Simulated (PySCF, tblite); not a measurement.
# C4H13ClOSi2: geometry, infrared bands and NMR shifts

What infrared bands and NMR shifts should C4H13ClOSi2 (`CO[SiH2][SiH2][C@H](C)CCl`) show?

Computed with tblite 0.8.0 and PySCF 2.14.0, with density-fitted response routines of our own, on a single molecule in the gas phase. Atoms count from 0, in the outputs and in this text.

### 1 The molecule as given

21 atoms, charge 0, multiplicity 1; geometry from: force field or distance geometry start.

Bonds of the start (Å): C0–O1 1.41, O1–Si2 1.70, Si2–Si3 2.22, Si3–C4 1.85, C4–C5 1.52, C4–C6 1.51, C6–Cl7 1.76, C0–H8 1.10, C0–H9 1.10, C0–H10 1.11, Si2–H11 1.47, Si2–H12 1.46, Si3–H13 1.49, Si3–H14 1.48, C4–H15 1.10, C5–H16 1.11, C5–H17 1.11, C5–H18 1.09, C6–H19 1.12, C6–H20 1.09.

### 2 Relaxing the molecule with GFN2-xTB

Job settings and geometry (Å):

```
{"job": {"kind": "relax", "xc": "GFN2-xTB", "basis": "xTB"}, "charge": 0, "multiplicity": 1}
C      3.940500     0.067900     0.033400
O      2.731200    -0.234900     0.689600
Si     1.475200     0.279500    -0.327800
Si    -0.272100    -1.066100    -0.098100
C     -1.916900    -0.246700    -0.283600
C     -1.803600     1.253500    -0.492400
C     -2.656400    -0.424800     1.023100
Cl    -4.218500     0.370200     0.830500
H      3.793600    -0.025600    -1.055100
H      4.680400    -0.644900     0.433400
H      4.263000     1.109800     0.262000
H      1.140800     1.661000     0.043300
H      1.889600     0.211500    -1.721000
H     -0.170500    -2.130700    -1.137300
H     -0.169000    -1.688200     1.237900
H     -2.468800    -0.732800    -1.097600
H     -0.903800     1.636400     0.026800
H     -2.680500     1.696100     0.032600
H     -1.867800     1.567500    -1.538800
H     -2.088300     0.138400     1.800900
H     -2.706900    -1.470800     1.337500
```

Launch:

```sh
$ OMP_NUM_THREADS=1 python probes_run.py task.json out
```

This one command runs all jobs of the session in turn.

**Question.** This job is followed by: GFN2-xTB harmonic vibrations, gas phase; GIAO PBE0/pcSseg-1 NMR shielding, non-relativistic, gas phase. Predict these results of the whole session: strongest single infrared mode (GFN2-xTB); zero-point energy (GFN2-xTB); ¹³C shifts against TMS (PBE0/pcSseg-1); ¹H shifts against TMS (PBE0/pcSseg-1, means over atoms taken as alike); ¹⁷O shifts against H2O (PBE0/pcSseg-1); ²⁹Si shifts against TMS (PBE0/pcSseg-1); ³⁵Cl shifts against HCl (PBE0/pcSseg-1).

The runs gave:

| quantity | value |
| --- | --- |
| strongest single infrared mode (GFN2-xTB) | 671 cm⁻¹, 486 km/mol |
| zero-point energy (GFN2-xTB) | 98.9 kcal/mol |
| ¹³C shifts against TMS (PBE0/pcSseg-1) | 57.0, 56.4, 24.6, 18.4 ppm |
| ¹H shifts against TMS (PBE0/pcSseg-1, means over atoms taken as alike) | 5.38, 5.31, 3.88, 3.86, 3.68, 3.63, 3.24, 1.04, 1.02 ppm |
| ¹⁷O shifts against H2O (PBE0/pcSseg-1) | -16.3 ppm |
| ²⁹Si shifts against TMS (PBE0/pcSseg-1) | -22.9, -65.6 ppm |
| ³⁵Cl shifts against HCl (PBE0/pcSseg-1) | 99 ppm |

**Reading.** The optimisation took 228 steps and gained 1.208 eV; among the close pairs (by a distance rule), Si2–Si3 changed most, from 2.217 to 2.297 Å. All 57 modes are real, so the xTB geometry is a minimum. The strongest single mode, at 671 cm⁻¹, is carried by H14, H13, C6. GFN2-xTB is a fitted tight-binding method: band positions and strengths are rough. Its intensities can rank the bands wrongly. The most deshielded carbon is C6 (sp3 CH2 bonded to Cl), at 57.0 ppm: deshielded by the electronegative neighbour. At PBE0/pcSseg-1: The widest tensor belongs to Cl7: span 449 ppm, with a paramagnetic part of -293 ppm.
